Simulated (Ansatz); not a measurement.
**ZnCd2N2 in Ansatz: convergence with k mesh**

ZnCd2N2:

```
Cd Zn N
1.0
     3.40066   -1.97148    0.00000
     3.40066    1.97148    0.00000
    -2.27457    0.00000    6.53110
Cd Zn N
2 1 2
Direct
  0.71904 0.71508 0.17391
  0.29202 0.27096 0.83094
  0.50972 0.48411 0.49272
  0.58462 0.60669 0.78786
  0.40731 0.39966 0.21976
```

The cell comes from a database or a generator and needn't be the stable form of this composition.

The cell isn't the ideal one: atoms moved at random, drawn with an rms of 0.05 Å.

* Program: Ansatz 0.2.0
* Task: convergence study
* Functional: PBE
* Potentials or basis: Ansatz PAW
* Cutoff: 420 eV (not typed: the program's choice for these potentials)
* k mesh: 3 × 3 × 2
* Occupations: fermi-dirac, width 0.1 eV
* Spin: no spin polarisation

These are the settings of the first run; the series varies k mesh, with any setting tied to it.

Hardware: 2 threads of Intel(R) Xeon(R) Platinum 8488C (Sapphire Rapids), on a shared host.

The values tried are 3 × 3 × 2, 4 × 4 × 2, 5 × 5 × 3, 6 × 6 × 3, 7 × 7 × 4, 9 × 9 × 5, 11 × 11 × 6, 13 × 13 × 7, loosest first. From which on does the energy stay within 1 meV/atom of the tightest run that finished?

From 6 × 6 × 3 on.

```
     k mesh  energy less the tightest run, at zero smearing (meV/atom)  pressure (GPa)  largest force (eV/Å)  SCF cycles  CPU time (s)  peak memory (GiB)
  3 × 3 × 2                                                      21.81           -0.24                 2.154           7           2.3                0.4
  4 × 4 × 2                                                       0.60           -0.37                 2.181          11           4.2               0.41
  5 × 5 × 3                                                       1.25           -0.36                 2.195           9           7.3               0.44
  6 × 6 × 3                                                       0.13           -0.37                 2.199           9           9.5               0.48
  7 × 7 × 4                                                       0.25           -0.35                 2.198          11            20               0.56
  9 × 9 × 5                                                       0.05           -0.35                 2.197          11            42               0.76
11 × 11 × 6                                                       0.02           -0.35                 2.196          11            76                1.1
13 × 13 × 7                                                       0.00           -0.35                 2.196          11           120                1.5
```

Against the tightest run, the pressure stays within 0.1 GPa from 4 × 4 × 2 on; the largest force stays within 0.005 eV/Å from 5 × 5 × 3 on. Meshes of other sizes hit other points, so gaps and Fermi surfaces needn't settle smoothly. The tightest run that finished is the yardstick and may itself not be fully converged.
